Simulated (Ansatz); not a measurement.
# SeBr (doublet): relaxing a cheap start

Aim: relax a generated start of SeBr (doublet) and see which bonds hold.

Computed with Ansatz 0.2.0, Gaussian basis. Level: UKS PBE0/def2-TZVP.

**1. Where the work starts**

2 atoms, charge 0, spin multiplicity 2.

Atoms are counted from 1 here; the program's logs count them from 0.

Bond lengths: Se1–Br2 2.232 Å.

Coordinates:

```xyz
2

Se    0.00000    0.00000    0.00000
Br    0.00000    0.00000    2.23200
```

The start is set by covalent radii. Sticks and bond lists go by distance. No spin-orbit coupling is included. 

**2. The run**

in.yaml reads:

```yaml
crystal:
  periodic: [false, false, false]
  atoms:
    - {symbol: Se, position_ang: [0.000000, 0.000000, 0.000000]}
    - {symbol: Br, position_ang: [0.000000, 0.000000, 2.232000]}
basis:
  gaussian: {orbitals: def2-TZVP}
magnetization: {spin_polarized: true, initial_magnetization: 1}
hamiltonian: {xc: pbe0}
relax: {f_tol: 0.004, max_steps: 80}
```

The run is started by

```bash
$ ansatz run in.yaml --threads 1 --pin off --events-out ev --progress --plain --max-ram 2176MiB
```

Q: Predict the outcome of this session. Wanted: energy gained; shift from the start; total energy; dipole moment; ⟨S²⟩.

The runs gave:

| quantity | value |
| --- | --- |
| steps | 3 |
| energy gained | 0.010 eV |
| shift from the start (rms) | 0.017 Å |
| total energy | -135379.6719 eV |
| dipole moment | 0.22 D |
| ⟨S²⟩ | 0.754 |

**Reading.** The bonds of the start are those of the end. Se1–Br2 went from 2.232 to 2.265 Å. No vibrations were run, so this is a stationary point, not a proven minimum, and this spin need not be the ground state's.
